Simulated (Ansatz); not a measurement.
# CuN: the cost of one run

Method: def2-TZVPP, core rule «outside noble gas», up to 10 orbitals frozen; program: Ansatz 0.2.0, Gaussian basis.

To be run: UHF; CCSD(T) on ROHF; CCSD(T) on UHF; CCSDT(Q) on ROHF; CCSDT(Q) on UHF; CASSCF and NEVPT2, 15 electrons in 10 orbitals.

3 further runs of the same task are left out: 1 for a known fault of the program, 2 set aside as unsound or not needed.

## (1) What is computed

The geometry is a PBE0/def2-TZVP stationary point (not a proven minimum).

2 atoms, charge 1, spin multiplicity 2.

Atoms are counted from 1 here; the program's logs count them from 0.

Bond lengths: Cu1–N2 1.829 Å.

Geometry (Å):

```xyz
2
charge 1, multiplicity 2
Cu    0.0000    0.0000    0.0000
N     0.0000    0.0000    1.8288
```

## (2) UHF

Contents of in.yaml:

```yaml
crystal:
  periodic: [false, false, false]
  atoms:
    - {symbol: Cu, position_ang: [0.000000, 0.000000, 0.000000]}
    - {symbol: N, position_ang: [0.000000, 0.000000, 1.828800]}
basis:
  gaussian: {orbitals: def2-TZVPP}
total_charge: 1
magnetization: {spin_polarized: true, initial_magnetization: 1}
hamiltonian: {xc: hf}
output: {orbitals: {seedname: orbitals}}
```

Run with:

```sh
$ ansatz run in.yaml --threads 1 --pin off --events-out ev --progress --plain --max-ram 4096MiB --backend cpu
```

**Question.** How long does this run take on 1 thread of AMD EPYC 7R13, shared host, and how much memory does it need?

About 20 s, with a peak of 0.25 GiB.
